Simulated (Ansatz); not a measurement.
# AlFHSe radical (SMILES [F][Al][SeH]): functionals against CCSD(T) at one geometry

An exercise on one series of results from a longer session: the logs are not shown, and one member is left open.

Program: Ansatz 0.2.0, Gaussian basis. Level of theory: single points in def2-TZVPP. These are calculated values, not measurements.

Cores are frozen in the correlated methods. Filled d shells of the heavier atoms are correlated. Orbitals are unrestricted. B3LYP uses VWN-RPA correlation.

### The system as given

SMILES `[F][Al][SeH]`, 4 atoms, charge 0, spin multiplicity 2.

Atoms are counted from 1 here; the program's logs count them from 0.

Bond lengths: F1–Al2 1.664 Å, Al2–Se3 2.406 Å, Se3–H4 1.457 Å. Angles: F1–Al2–Se3 129.7°, Al2–Se3–H4 89.8°.

Coordinates:

```xyz
4

F    -2.02700    0.03080    0.93240
Al   -0.39130    0.33430    0.93250
Se    1.35340   -0.65270   -0.39810
H     1.06580    0.29340   -1.46750
```

Set-up of the first run:

The input, run/in.yaml:

```yaml
crystal:
  periodic: [false, false, false]
  atoms:
    - {symbol: F, position_ang: [-2.027000, 0.030800, 0.932400]}
    - {symbol: Al, position_ang: [-0.391300, 0.334300, 0.932500]}
    - {symbol: Se, position_ang: [1.353400, -0.652700, -0.398100]}
    - {symbol: H, position_ang: [1.065800, 0.293400, -1.467500]}
basis:
  gaussian: {orbitals: def2-TZVPP}
magnetization: {spin_polarized: true, initial_magnetization: 1}
correlation: {method: ccsd_t}
scf: {omitted_lower_state_checks: [cluster_reference]}
output: {forces: true}
```

No record of the launch command was kept for these runs.

Steps of the session up to this table: CCSD(T)/def2-TZVPP; PBE0-D4/def2-TZVPP; wB97M-V/def2-TZVPP; r2SCAN-D4/def2-TZVPP; PBE-D4/def2-TZVPP; r2SCANh-D4/def2-TZVPP; B3LYP-D4/def2-TZVPP.

One table of the session follows, with a row left open; its other results are not shown here.

| method | RMS force component (eV/Å) | angle to CCSD(T) forces (°) | dipole (D) |
| --- | --- | --- | --- |
| CCSD(T) | 0.180 | reference | 1.10 |
| PBE0-D4 | 0.200 | 9.9 | 1.18 |
| wB97M-V | 0.156 | 15.6 | 1.25 |
| r2SCAN-D4 | 0.192 | 8.4 | 1.10 |
| PBE-D4 | ? | ? | ? |
| r2SCANh-D4 | 0.201 | 10.4 | 1.13 |
| B3LYP-D4 | 0.195 | 32.3 | 1.21 |

Estimate the missing values for PBE-D4.

As computed: RMS force component (eV/Å): 0.294; angle to CCSD(T) forces (°): 56.8; dipole (D): 1.12. In the column «RMS force component (eV/Å)» it is the highest.
